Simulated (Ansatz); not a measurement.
# Ga8As8CO: the cost of one run

Method: DFT PBE+D3(BJ), scalar-relativistic, plane waves, PAW, in Ansatz 0.2.0.

2 further runs of the same task are left out: 2 set aside as unsound or not needed.

### 1 The structure to begin with

Symmetry: F-43m, No. 216, cubic system. Conventional cell: a = 5.654 Å, b = 5.654 Å, c = 5.654 Å, α = 90.00°, β = 90.00°, γ = 90.00°. Around Ga (site symmetry -43m) lie 4 As at 2.45 Å. As (site symmetry -43m) has 4 Ga at 2.45 Å as nearest neighbours.

Coordinates:

```cif
data_structure
_symmetry_space_group_name_H-M 'F-43m'
_symmetry_Int_Tables_number 216
_cell_length_a 5.6537
_cell_length_b 5.6537
_cell_length_c 5.6537
_cell_angle_alpha 90.000
_cell_angle_beta 90.000
_cell_angle_gamma 90.000
_cell_volume 180.72
loop_
_atom_site_label
_atom_site_type_symbol
_atom_site_symmetry_multiplicity
_atom_site_Wyckoff_symbol
_atom_site_fract_x
_atom_site_fract_y
_atom_site_fract_z
_atom_site_occupancy
Ga1 Ga 4 a 0.00000 0.00000 0.00000 1
As1 As 4 c 0.25000 0.25000 0.25000 1
```

Source of the structure: the Crystallography Open Database.

### 6 Plan of the scan

Atoms count from 1 in the order of the input.

CO (O end down) is moved over the surface cell at a fixed height above a rigid substrate; the origin of the map has the adsorbate above Ga13; the height is held at 2.90 Å.

First coordinate, position of O17 along the first surface vector, from above Ga13: 6 values from 0.000 to 0.833, periodic. Second coordinate, position of O17 along the second surface vector, from above Ga13: 6 values from 0.000 to 0.833, periodic.

Nothing else is relaxed. Points are written as (first, second).

The two vectors of the plane (Å): (4.013, 0.000, 0.000); (-2.007, 3.476, 0.000).

(The set-up runs are not shown.)

### 7 The run at (0/6, 0/6) of the map's two axes

Input file input.yaml:

```yaml
crystal:
  lattice:
    - [8.0267120225, 0.0, 0.0]
    - [-4.0133560112, 6.9513365203, 0.0]
    - [0.0, 0.0, 22.6907101036]
  atoms:
    - { symbol: As, position: [0.0, 0.0, 0.1762835972] }
    - { symbol: As, position: [0.0, 0.5, 0.1762835972] }
    - { symbol: As, position: [0.5, 0.0, 0.1762835972] }
    - { symbol: As, position: [0.5, 0.5, 0.1762835972] }
    - { symbol: Ga, position: [0.1666666667, 0.3333333333, 0.2123874856] }
    - { symbol: Ga, position: [0.1666666667, 0.8333333333, 0.2123874856] }
    - { symbol: Ga, position: [0.6666666667, 0.3333333333, 0.2123874856] }
    - { symbol: Ga, position: [0.6666666667, 0.8333333333, 0.2123874856] }
    - { symbol: As, position: [0.1666666667, 0.3333333333, 0.3295356572] }
    - { symbol: As, position: [0.1666666667, 0.8333333333, 0.3295356572] }
    - { symbol: As, position: [0.6666666667, 0.3333333333, 0.3295356572] }
    - { symbol: As, position: [0.6666666667, 0.8333333333, 0.3295356572] }
    - { symbol: Ga, position: [0.3333333333, 0.1666666667, 0.3587684152] }
    - { symbol: Ga, position: [0.3333333333, 0.6666666667, 0.3587684152] }
    - { symbol: Ga, position: [0.8333333333, 0.1666666667, 0.3587684152] }
    - { symbol: Ga, position: [0.8333333333, 0.6666666667, 0.3587684152] }
    - { symbol: O, position: [0.3333333333, 0.1666666667, 0.4865740232] }
    - { symbol: C, position: [0.3333333333, 0.1666666667, 0.5372555574] }
basis:
  ecutwfc: 420
kpoints:
  mp_grid: { grid: [6, 6, 1] }
hamiltonian:
  xc: pbe
  dispersion: d3bj
scf:
  occupations: { method: gaussian, width: 0.05 }
output:
  forces: true
  eigenvalues: true
efield:
  axis: 3
  dipole_correction: true
  ramp_width: 0.04
```

Launch:

```console
> ansatz run input.yaml --threads 4 --pin off --max-ram 12288MiB --backend cpu --events-out ev --progress --plain --runs-dir out
```

Q: Estimate wall time and peak memory on 4 threads of Arm Neoverse V2, shared host.

About 31 s, with a peak of 3.5 GiB.
